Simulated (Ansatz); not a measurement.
# C2H5BF2O: two geometries relaxed

Aim: relax the geometries before and after the rotation by 120° about the C4–O5 bond, and see whether they are two minima and how far apart in energy. SMILES of the start: BC(F)C(O)F.

Method: RKS PBE0/6-31G, in Ansatz 0.2.0.

### Step 1. The structure to begin with

Bond lengths: B1–C2 1.561 Å, C2–F3 1.393 Å, C2–C4 1.559 Å, C4–O5 1.409 Å, C4–F6 1.435 Å, B1–H7 1.227 Å, B1–H8 1.126 Å, C2–H9 1.092 Å, C4–H10 1.040 Å, O5–H11 1.023 Å. Angles (14 of 16 angles, heavy atoms first): B1–C2–F3 109.2°, B1–C2–C4 115.1°, F3–C2–C4 109.1°, C2–C4–O5 107.3°, C2–C4–F6 107.1°, O5–C4–F6 107.9°, B1–C2–H9 107.6°, F3–C2–H9 110.5°, C4–C2–H9 105.2°, C2–B1–H7 117.3°, C2–B1–H8 123.0°, C2–C4–H10 112.4°, O5–C4–H10 112.1°, F6–C4–H10 109.9°.

As a file:

```xyz
11

B    -1.2772   -0.6816   -0.7159
C     0.1864   -0.1424   -0.7854
F     0.2897    0.7721   -1.8314
C     0.7111    0.5202    0.5251
O     0.5752   -0.4278    1.5582
F    -0.1616    1.6208    0.8202
H    -2.1719    0.1395   -0.5371
H    -1.5420   -1.7629   -0.8869
H     0.8454   -0.9963   -0.9579
H     1.6895    0.8599    0.4326
H     0.9208    0.0416    2.3992
```

### Step 2. Relaxing end A

File input.yaml:

```yaml
crystal:
  periodic: [false, false, false]
  atoms:
    - { symbol: B, position_ang: [-1.2772, -0.6816, -0.7159] }
    - { symbol: C, position_ang: [0.1864, -0.1424, -0.7854] }
    - { symbol: F, position_ang: [0.2897, 0.7721, -1.8314] }
    - { symbol: C, position_ang: [0.7111, 0.5202, 0.5251] }
    - { symbol: O, position_ang: [0.5752, -0.4278, 1.5582] }
    - { symbol: F, position_ang: [-0.1616, 1.6208, 0.8202] }
    - { symbol: H, position_ang: [-2.1719, 0.1395, -0.5371] }
    - { symbol: H, position_ang: [-1.542, -1.7629, -0.8869] }
    - { symbol: H, position_ang: [0.8454, -0.9963, -0.9579] }
    - { symbol: H, position_ang: [1.6895, 0.8599, 0.4326] }
    - { symbol: H, position_ang: [0.9208, 0.0416, 2.3992] }
basis:
  gaussian: { orbitals: "6-31G" }
hamiltonian:
  xc: pbe0
relax:
  f_tol: 0.015
  max_steps: 40
```

On the command line:

```bash
$ ansatz run input.yaml --threads 1 --pin off --max-ram 2048MiB --backend cpu --events-out ev --progress --plain --runs-dir out
```

Standard output (excerpt; [...] marks lines left out):

```text
Warning: RAYON_NUM_THREADS=1 ignored (pool sized by the plan → 1); use --threads N
[...]
Functional definition: PBE0
[...]
859 factors; integrals over basis functions are off by at most 2.4e-4 eV
[...]
mean field -10297.23446833 eV, -378.4163869950 hartree, gradient 1.1e-5 eV, S^2 0.000000; 0 other end points of the search recorded, 0 dependent functions left out
[...]
reference -10297.23448590 eV, -378.4163876405 hartree; 24, 24 occupied and 40, 40 virtual orbitals, 859 factors
relax step   1: F+E_penalty+E_count = -10297.23446833 eV  Δ(F+E_penalty+E_count) = +0.000e0 eV  max|allowed force component| = 3.306e0 eV/Å  Δτ_max = 0.0000 Å  (27 SCF iters, accepted)
[...]
relax step   3: F+E_penalty+E_count = -10297.63683892 eV  Δ(F+E_penalty+E_count) = -5.847e-2 eV  max|allowed force component| = 2.884e-1 eV/Å  Δτ_max = 0.1275 Å  (30 SCF iters, accepted)
[...]
relax step   5: F+E_penalty+E_count = -10297.65373747 eV  Δ(F+E_penalty+E_count) = -1.690e-2 eV  max|allowed force component| = 2.083e-1 eV/Å  Δτ_max = 0.0906 Å  (28 SCF iters, accepted)
[...]
relax step   7: F+E_penalty+E_count = -10297.69774844 eV  Δ(F+E_penalty+E_count) = -2.706e-2 eV  max|allowed force component| = 3.332e-1 eV/Å  Δτ_max = 0.1499 Å  (29 SCF iters, accepted)
[...]
relax step   9: F+E_penalty+E_count = -10297.77985154 eV  Δ(F+E_penalty+E_count) = -5.495e-2 eV  max|allowed force component| = 1.845e-1 eV/Å  Δτ_max = 0.2000 Å  (28 SCF iters, accepted)
[...]
relax step  10: F+E_penalty+E_count = -10297.80289885 eV  Δ(F+E_penalty+E_count) = -2.305e-2 eV  max|allowed force component| = 2.523e-1 eV/Å  Δτ_max = 0.2000 Å  (29 SCF iters, accepted)
[...]
859 factors; integrals over basis functions are off by at most 2.0e-4 eV
mean field -10297.80856062 eV, -378.4374844974 hartree, gradient 2.1e-5 eV, S^2 0.000000; 0 other end points of the search recorded, 0 dependent functions left out
[...]
reference -10297.80857772 eV, -378.4374851257 hartree; 24, 24 occupied and 40, 40 virtual orbitals, 859 factors
```

### Step 3. The output, continued: end point A relaxed

Output, continued (excerpt; [...] marks lines left out):

```text
relax step  11: F+E_penalty+E_count = -10297.80856062 eV  Δ(F+E_penalty+E_count) = -5.662e-3 eV  max|allowed force component| = 3.041e-1 eV/Å  Δτ_max = 0.1164 Å  (28 SCF iters, accepted)
[...]
relax step  17: F+E_penalty+E_count = -10297.81935207 eV  Δ(F+E_penalty+E_count) = -2.739e-4 eV  max|allowed force component| = 1.613e-2 eV/Å  Δτ_max = 0.0253 Å  (30 SCF iters, accepted)
[...]
relax step  18: F+E_penalty+E_count = -10297.81954307 eV  Δ(F+E_penalty+E_count) = -1.910e-4 eV  max|allowed force component| = 1.367e-2 eV/Å  Δτ_max = 0.0311 Å  (29 SCF iters, accepted)
859 factors; integrals over basis functions are off by at most 1.9e-4 eV
mean field -10297.81954307 eV, -378.4378880951 hartree, gradient 1.6e-5 eV, S^2 0.000000; 1 other end points of the search recorded, 0 dependent functions left out
[...]
Atom 1 at     0.204007    -0.151263    -0.784876 Å, force     0.000116    -0.002678    -0.003115 eV/Å
Atom 2 at     0.509425     0.818184    -1.806744 Å, force    -0.000130    -0.000865    -0.004242 eV/Å
Atom 3 at     0.631331     0.450563     0.533549 Å, force     0.004092     0.006340    -0.011782 eV/Å
Atom 4 at     0.930818    -0.577877     1.420376 Å, force     0.001868    -0.001728     0.013671 eV/Å
Atom 5 at    -0.507540     1.200116     1.039311 Å, force     0.001469    -0.003493     0.001203 eV/Å
Atom 6 at    -2.092501     0.048245    -1.471436 Å, force     0.003804    -0.002419     0.004985 eV/Å
Atom 7 at    -1.702502    -1.280882     0.076388 Å, force    -0.001656    -0.006141     0.005709 eV/Å
Atom 8 at     0.814827    -1.040157    -0.985855 Å, force     0.001578     0.006649     0.002539 eV/Å
Atom 9 at     1.427259     1.192353     0.416755 Å, force    -0.004340    -0.003977     0.001423 eV/Å
Atom 10 at     1.182339    -0.243419     2.299984 Å, force    -0.004899    -0.002937    -0.004834 eV/Å
Dipole moment:     0.351887    -0.170740     0.364804 e Å
```

Wall time 73 s (1 thread of Arm Neoverse V1, shared host); peak memory 0.16 GiB.

The steps of the relaxation:

| step | energy from step 1 (eV) | largest force component (eV/Å) |
| --- | --- | --- |
| 1 | 0.0000 | 3.3062 |
| 2 | -0.3439 | 1.0968 |
| 3 | -0.4024 | 0.2884 |
| 4x | -0.3928 | 0.7177 |
| 5 | -0.4193 | 0.2084 |
| 6 | -0.4362 | 0.1990 |
| 7 | -0.4633 | 0.3332 |
| 8 | -0.4904 | 0.5980 |
| 9 | -0.5454 | 0.1845 |
| 10 | -0.5684 | 0.2523 |
| 11 | -0.5741 | 0.3041 |
| 12x | -0.5591 | 0.5060 |
| 13 | -0.5817 | 0.1561 |
| 14x | -0.5733 | 0.4070 |
| 15 | -0.5842 | 0.0404 |
| 16 | -0.5846 | 0.0158 |
| 17 | -0.5849 | 0.0161 |
| 18 | -0.5851 | 0.0137 |

Step 1 is the start. 3 steps were tried and not accepted (marked x).

After: Bond lengths: B1–C2 1.571 Å, C2–F3 1.441 Å, C2–C4 1.511 Å, C4–O5 1.391 Å, C4–F6 1.454 Å, B1–H7 1.191 Å, B1–H8 1.191 Å, C2–H9 1.097 Å, C4–H10 1.094 Å, O5–H11 0.974 Å. Angles (14 of 16 angles, heavy atoms first): B1–C2–F3 112.1°, B1–C2–C4 108.7°, F3–C2–C4 106.9°, C2–C4–O5 108.8°, C2–C4–F6 106.7°, O5–C4–F6 109.2°, B1–C2–H9 112.7°, F3–C2–H9 107.3°, C4–C2–H9 109.0°, C2–B1–H7 120.5°, C2–B1–H8 118.1°, C2–C4–H10 112.5°, O5–C4–H10 114.4°, F6–C4–H10 104.9°.

### Step 4. Relaxing end B

The second end starts from a geometry with the move made by hand.

input.yaml: that of step 2 with these lines changed.

```diff
@@ -13,3 +13,3 @@
     - { symbol: H, position_ang: [1.6895, 0.8599, 0.4326] }
-    - { symbol: H, position_ang: [0.9208, 0.0416, 2.3992] }
+    - { symbol: H, position_ang: [1.15194, -1.22232, 1.2698] }
 basis:
```

On the command line:

```bash
$ ansatz run input.yaml --threads 1 --pin off --max-ram 2048MiB --backend cpu --events-out ev --progress --plain --runs-dir out
```

Standard output (excerpt; [...] marks lines left out):

```text
Warning: RAYON_NUM_THREADS=1 ignored (pool sized by the plan → 1); use --threads N
[...]
[... 1 set-up line as earlier in the session ...]
[...]
859 factors; integrals over basis functions are off by at most 2.4e-4 eV
[...]
mean field -10296.90768828 eV, -378.4043780498 hartree, gradient 2.2e-5 eV, S^2 0.000000; 0 other end points of the search recorded, 0 dependent functions left out
[...]
reference -10296.90770482 eV, -378.4043786573 hartree; 24, 24 occupied and 40, 40 virtual orbitals, 859 factors
relax step   1: F+E_penalty+E_count = -10296.90768828 eV  Δ(F+E_penalty+E_count) = +0.000e0 eV  max|allowed force component| = 3.486e0 eV/Å  Δτ_max = 0.0000 Å  (26 SCF iters, accepted)
[...]
relax step   4: F+E_penalty+E_count = -10297.35580285 eV  Δ(F+E_penalty+E_count) = +3.143e-3 eV  max|allowed force component| = 9.018e-1 eV/Å  Δτ_max = 0.1948 Å  (28 SCF iters, rejected (line search))
[...]
relax step   7: F+E_penalty+E_count = -10297.48003075 eV  Δ(F+E_penalty+E_count) = -4.929e-2 eV  max|allowed force component| = 5.184e-1 eV/Å  Δτ_max = 0.1498 Å  (26 SCF iters, accepted)
[...]
relax step  10: F+E_penalty+E_count = -10297.57936504 eV  Δ(F+E_penalty+E_count) = +3.887e-2 eV  max|allowed force component| = 2.107e0 eV/Å  Δτ_max = 0.1730 Å  (27 SCF iters, rejected (line search))
[...]
relax step  12: F+E_penalty+E_count = -10297.71302871 eV  Δ(F+E_penalty+E_count) = -4.462e-2 eV  max|allowed force component| = 6.827e-1 eV/Å  Δτ_max = 0.0975 Å  (27 SCF iters, accepted)
[...]
relax step  13: F+E_penalty+E_count = -10297.76839989 eV  Δ(F+E_penalty+E_count) = -5.537e-2 eV  max|allowed force component| = 5.557e-1 eV/Å  Δτ_max = 0.1500 Å  (28 SCF iters, accepted)
[...]
859 factors; integrals over basis functions are off by at most 1.9e-4 eV
mean field -10297.78955159 eV, -378.4367859285 hartree, gradient 2.2e-5 eV, S^2 0.000000; 0 other end points of the search recorded, 0 dependent functions left out
[...]
reference -10297.78956828 eV, -378.4367865417 hartree; 24, 24 occupied and 40, 40 virtual orbitals, 859 factors
```

### Step 5. The output, continued: end point B relaxed

The log, continued (excerpt; [...] marks lines left out):

```text
relax step  14: F+E_penalty+E_count = -10297.78955159 eV  Δ(F+E_penalty+E_count) = -2.115e-2 eV  max|allowed force component| = 5.610e-1 eV/Å  Δτ_max = 0.1298 Å  (26 SCF iters, accepted)
[...]
relax step  16: F+E_penalty+E_count = -10297.78322872 eV  Δ(F+E_penalty+E_count) = +1.687e-2 eV  max|allowed force component| = 3.850e-1 eV/Å  Δτ_max = 0.1826 Å  (27 SCF iters, rejected (line search))
[...]
relax step  18: F+E_penalty+E_count = -10297.81849772 eV  Δ(F+E_penalty+E_count) = -1.183e-3 eV  max|allowed force component| = 8.249e-2 eV/Å  Δτ_max = 0.0191 Å  (30 SCF iters, accepted)
[...]
relax step  20: F+E_penalty+E_count = -10297.81938852 eV  Δ(F+E_penalty+E_count) = -3.865e-4 eV  max|allowed force component| = 3.015e-2 eV/Å  Δτ_max = 0.0275 Å  (29 SCF iters, accepted)
[...]
Atom 1 at     0.152469    -0.154641    -0.916372 Å, force     0.007936     0.004774     0.013465 eV/Å
Atom 2 at     0.409847     0.944160    -1.812640 Å, force    -0.000619     0.001171    -0.000831 eV/Å
Atom 3 at     0.714074     0.235249     0.431645 Å, force    -0.008684     0.003716    -0.012558 eV/Å
Atom 4 at     1.039614    -0.920940     1.132555 Å, force     0.003177    -0.006989     0.000618 eV/Å
Atom 5 at    -0.345594     0.937863     1.137692 Å, force     0.003652    -0.002043    -0.001311 eV/Å
Atom 6 at    -2.184882     0.208189    -1.354953 Å, force     0.005059    -0.002975     0.004904 eV/Å
Atom 7 at    -1.717250    -1.343569    -0.054886 Å, force     0.000250     0.002951    -0.001859 eV/Å
Atom 8 at     0.707822    -1.021236    -1.295509 Å, force    -0.000125    -0.001482    -0.001824 eV/Å
Atom 9 at     1.529328     0.960832     0.352759 Å, force    -0.003928    -0.004213     0.000473 eV/Å
Atom 10 at     1.375189    -0.728114     2.026248 Å, force    -0.001967     0.004724     0.000771 eV/Å
Dipole moment:     0.374212    -0.233195     0.305158 e Å
```

It took 88 s on 1 thread of Arm Neoverse V1, shared host; peak memory 0.16 GiB.

The steps of the relaxation:

| step | energy from step 1 (eV) | largest force component (eV/Å) |
| --- | --- | --- |
| 1 | 0.0000 | 3.4864 |
| 2 | -0.3740 | 1.0304 |
| 3 | -0.4513 | 0.3722 |
| 4x | -0.4481 | 0.9018 |
| 5 | -0.4863 | 0.2520 |
| 6 | -0.5230 | 0.5602 |
| 7 | -0.5723 | 0.5184 |
| 8 | -0.6564 | 0.5246 |
| 9 | -0.7105 | 0.8377 |
| 10x | -0.6717 | 2.1072 |
| 11 | -0.7607 | 0.6437 |
| 12 | -0.8053 | 0.6827 |
| 13 | -0.8607 | 0.5557 |
| 14 | -0.8819 | 0.5610 |
| 15 | -0.8924 | 0.9436 |
| 16x | -0.8755 | 0.3850 |
| 17 | -0.9096 | 0.1598 |
| 18 | -0.9108 | 0.0825 |
| 19 | -0.9113 | 0.0618 |
| 20 | -0.9117 | 0.0301 |
| 21 | -0.9118 | 0.0305 |
| 22 | -0.9119 | 0.0135 |

Step 1 is the start. 3 steps were tried and not accepted (marked x).

After: Bond lengths: B1–C2 1.571 Å, C2–F3 1.441 Å, C2–C4 1.511 Å, C4–O5 1.391 Å, C4–F6 1.454 Å, B1–H7 1.191 Å, B1–H8 1.192 Å, C2–H9 1.097 Å, C4–H10 1.094 Å, O5–H11 0.974 Å. Angles (14 of 16 angles, heavy atoms first): B1–C2–F3 112.1°, B1–C2–C4 108.6°, F3–C2–C4 107.0°, C2–C4–O5 108.8°, C2–C4–F6 106.7°, O5–C4–F6 109.1°, B1–C2–H9 112.8°, F3–C2–H9 107.3°, C4–C2–H9 108.9°, C2–B1–H7 120.5°, C2–B1–H8 118.1°, C2–C4–H10 112.6°, O5–C4–H10 114.4°, F6–C4–H10 104.9°.

### Step 6. Results

| quantity | value |
| --- | --- |
| end A | 14 moves, 0.585 eV lower |
| end B | 18 moves, 0.912 eV lower |
| largest difference between the ends | 0.01 Å |
| end B relative to end A | -0.000 eV |

Both starts fell into the same minimum (no atom differs by more than 0.01 Å), so from this start no second minimum was found and no band was run; another arrangement could still be one. The basis is very small, so the numbers are rough.
